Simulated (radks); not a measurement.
**Lu³⁺ in [Kr] 4d10 4f14 5s2 5p5.5 5f0.5: an all-electron calculation**

Wanted: eigenvalues, radial structure and energy terms of the lutetium ion Lu3+.

The numbers are computed with radks (a radial shooting solver on a logarithmic mesh, Libxc functionals) version 1 (Dirac Kohn-Sham, LDA (Slater exchange, Perdew-Zunger correlation), spin-unpolarised, spherical densities, finite nucleus; open shells are shared between the two j in proportion to 2j + 1), except any that are marked as measured or tabulated.

## 1. Starting point

* element: lutetium (Z = 71)
* charge: +3
* electrons: 68
* configuration: [Kr] 4d10 4f14 5s2 5p5.5 5f0.5
* nuclear rms radius: 5.37 fm

## 2. Self-consistent calculation

Input:

```text
Z 71
configuration [Kr] 4d10 4f14 5s2 5p5.5 5f0.5
relativity Dirac
functional lda,pz
spin unpolarised
j_filling average
nucleus finite rms 5.37 fm
c 137.035999084
```

Q: Predict the outcome of this run.

**Answer**, as computed:

```
                        quantity                   value
                    total energy     -14567.9117 hartree
exchange-correlation share of it                  2.01 %
                            −T/E                  1.1140
          highest occupied level       5f7/2, -10.823 eV
    most extended occupied level  5f7/2, <r> = 4.55 bohr
 radius at density 0.001 e/bohr³               3.42 bohr
    maxima of the radial density                       4
```

What this shows: The radial density shows 4 maxima for 5 occupied principal shells; where shells overlap, one shows as a shoulder or not at all. −T/E is 1.114: with relativity the kinetic term as defined here no longer equals −E. This is not the tabulated ground configuration, so its levels and sizes aren't those of the ground state, and no measured value stands beside it.
